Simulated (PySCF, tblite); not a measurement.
**C₄H₇OSi radical: geometry, infrared bands and EPR parameters**

What infrared bands and EPR parameters should C₄H₇OSi radical (`[C]#C[Si@@H](O)CC`) show?

Programs: tblite 0.8.0 and PySCF 2.14.0, with density-fitted response routines of our own. Each step states its level of theory. These are calculated values for one molecule in the gas phase, unless marked as measured. Atoms are numbered from 0 throughout.

**1. Starting geometry**

13 atoms, charge 0, multiplicity 2; geometry from: force field or distance geometry start.

Bonds of the start (Å): C0–C1 1.21, C1–Si2 1.82, Si2–O3 1.71, Si2–C4 1.87, C4–C5 1.50, Si2–H6 1.47, O3–H7 1.01, C4–H8 1.12, C4–H9 1.11, C5–H10 1.10, C5–H11 1.09, C5–H12 1.12.

**2. Relaxing the molecule with GFN2-xTB**

Job settings and geometry (Å):

```
{"job": {"kind": "relax", "xc": "GFN2-xTB", "basis": "xTB"}, "charge": 0, "multiplicity": 2}
C      0.869000     2.776400    -1.002600
C      0.970500     1.659900    -0.557100
Si     1.145700    -0.009700     0.152900
O      1.240500     0.014100     1.855700
C     -0.434200    -0.939300    -0.235000
C     -1.551800     0.058500    -0.324700
H      2.320300    -0.620300    -0.477100
H      1.932200    -0.679400     2.111300
H     -0.684800    -1.630700     0.609500
H     -0.343100    -1.540800    -1.159100
H     -2.395700    -0.312900    -0.930500
H     -1.183200     0.976500    -0.787600
H     -1.889800     0.248200     0.726600
```

Launch:

```sh
$ OMP_NUM_THREADS=1 python probes_run.py task.json out
```

This one command runs all jobs of the session in turn.

**Question.** This job is followed by: GFN2-xTB harmonic vibrations, gas phase; UKS B3LYP, pcH-1 on C H O Si, non-relativistic, mean-field spin-orbit, GIAO. Predict these results of the whole session: strongest single infrared mode (GFN2-xTB); zero-point energy (GFN2-xTB); g(iso) (B3LYP); ⟨S²⟩; largest a(iso) (averaged by class); potential on the surface of density 0.002 e/bohr³, 1st and 99th percentile.

The runs gave:

| quantity | value |
| --- | --- |
| strongest single infrared mode (GFN2-xTB) | 785 cm⁻¹, 287 km/mol |
| zero-point energy (GFN2-xTB) | 59.2 kcal/mol |
| g(iso) (B3LYP) | 2.00220 |
| ⟨S²⟩ | 0.769 (exact 0.75) |
| largest a(iso) (averaged by class) | 13C on C0, 874.6 MHz |
| potential on the surface of density 0.002 e/bohr³, 1st and 99th percentile | -1.07 V and 2.55 V |

In words: Over 137 steps the energy fell by 0.594 eV; of the close pairs, Si2–O3 changed most, 1.706 to 1.624 Å. No mode is imaginary among the 33: a minimum at this level. The strongest single mode, at 785 cm⁻¹, moves mainly H7. GFN2-xTB is a fitted tight-binding method: band positions and strengths are rough. Its intensities can rank the bands wrongly. C0 carries the largest spin population, 1.12 e. The isotropic g lies 0.1 ppt below the free-electron value. These values are for one conformer; the search (at its own cheap level) found 2 more, at 0.11, 0.35 kcal/mol, and measured spectra average over such forms.
